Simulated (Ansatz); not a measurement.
The system is Mg2As.

```
CELL_PARAMETERS angstrom
-1.91726 2.80461 5.95472
1.91726 -2.80461 5.95472
1.91726 2.80461 -5.95472
ATOMIC_POSITIONS crystal
As 0.35600 0.85599 0.50000
As 0.64401 0.14400 0.50000
Mg 0.19723 0.19723 0.00000
Mg 0.25504 0.50000 0.75504
Mg 0.74496 0.50000 0.24496
Mg 0.80277 0.80277 0.00000
```

The cell comes from a database or a generator and needn't be the stable form of this composition.

```yaml
Program: Ansatz 0.2.0
Task: single point
Functional: PBE
Potentials_or_basis: Ansatz PAW
Cutoff: "420 eV (not typed: the program's choice for these potentials)"
k_mesh: 8 × 8 × 8
Occupations: fermi-dirac, width 0.05 eV
Spin: no spin polarisation
```

On this cell: pressure -0.2 GPa; largest force 0.074 eV/Å; band gap on the k mesh none (metal or under the smearing width).

The same run follows on a disturbed copy (atoms moved at random, drawn with an rms of 0.05 Å):

```
As Mg
1.0
    -1.91726    2.80461    5.95472
     1.91726   -2.80461    5.95472
     1.91726    2.80461   -5.95472
As Mg
2 4
Direct
  0.35595 0.84169 0.50122
  0.65076 0.15454 0.50984
  0.19069 0.18498 0.98015
  0.25631 0.50804 0.75949
  0.74284 0.48244 0.22237
  0.80245 0.80747 0.00929
```

Q: What does the disturbed cell give?

A: The energy (extrapolated to zero smearing) moves by +10.9 meV/atom; pressure 0.3 GPa; largest force 0.654 eV/Å; band gap on the k mesh none (metal or under the smearing width).

Forces in eV/Å, atoms in the order of the input:
```
As  -0.055 -0.119  0.641
As  -0.083 -0.086 -0.502
Mg   0.114  0.090 -0.210
Mg   0.015 -0.092 -0.066
Mg   0.053  0.187 -0.099
Mg  -0.044  0.019  0.236
```

Stress tensor (GPa, compression positive):
```
 0.81 -0.17 -0.09
-0.17  0.38 -0.04
-0.09 -0.04 -0.42
```
